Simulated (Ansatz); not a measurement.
# Bi3B5: the cost of one run

Program: Ansatz 0.2.0. Level of theory: DFT PBE, scalar-relativistic, plane waves, PAW. These are calculated values, not measurements.

2 further runs of the same task are left out: 1 that didn't finish, 1 set aside as unsound or not needed.

### 1 The structure to begin with

The structure is cubic, space group Im-3m (No. 229). Conventional cell: a = 6.339 Å, b = 6.339 Å, c = 6.339 Å, α = 90.00°, β = 90.00°, γ = 90.00°. B (site symmetry m-3m) is surrounded by 8 B at 2.74 Å. B (site symmetry -3m) is surrounded by 2 B at 2.74 Å and 6 Bi at 2.74 Å. Bi (site symmetry 4/mmm) has 8 B at 2.74 Å as nearest neighbours.

Coordinates:

```xyz
8
Lattice="-3.1695 3.1695 3.1695 3.1695 -3.1695 3.1695 3.1695 3.1695 -3.1695" Properties=species:S:1:pos:R:3 pbc="T T T"
B     0.0000    0.0000    0.0000
B     1.5847    1.5847   -1.5847
B     1.5847   -1.5847    1.5847
B    -1.5847    1.5847    1.5847
B     1.5847    1.5847    1.5847
Bi    3.1695    0.0000    0.0000
Bi    0.0000    0.0000    3.1695
Bi    0.0000    3.1695    0.0000
```

Recipe of the guess: species swapped into a database cell of Fe5Co3 (Im-3m, No. 229), with B on the Fe sites and Bi on the Co sites. Its size is a rough estimate.

### 2 The guess as it stands, on a coarse mesh

File input.yaml:

```yaml
crystal:
  lattice:
    - [-3.16947319, 3.16947319, 3.16947319]
    - [3.16947319, -3.16947319, 3.16947319]
    - [3.16947319, 3.16947319, -3.16947319]
  atoms:
    - { symbol: B, position: [0.0, 0.0, 0.0] }
    - { symbol: B, position: [0.0, 0.0, 0.5] }
    - { symbol: B, position: [0.0, 0.5, 0.0] }
    - { symbol: B, position: [0.5, 0.0, 0.0] }
    - { symbol: B, position: [0.5, 0.5, 0.5] }
    - { symbol: Bi, position: [0.0, 0.5, 0.5] }
    - { symbol: Bi, position: [0.5, 0.5, 0.0] }
    - { symbol: Bi, position: [0.5, 0.0, 0.5] }
basis:
  ecutwfc: 420
kpoints:
  mp_grid: { grid: [4, 4, 4] }
hamiltonian:
  xc: pbe
scf:
  occupations: { method: gaussian, width: 0.1 }
  lower_state_search: "off"
output:
  forces: true
  stress: true
  eigenvalues: true
```

On the command line:

```console
> ansatz run input.yaml --threads 1 --pin off --max-ram 2048MiB --backend cpu --events-out ev --progress --plain --runs-dir out
```

What time and memory should one allow on 1 thread of Arm Neoverse V1, shared host?

About 2.6 s, with a peak of 0.36 GiB.
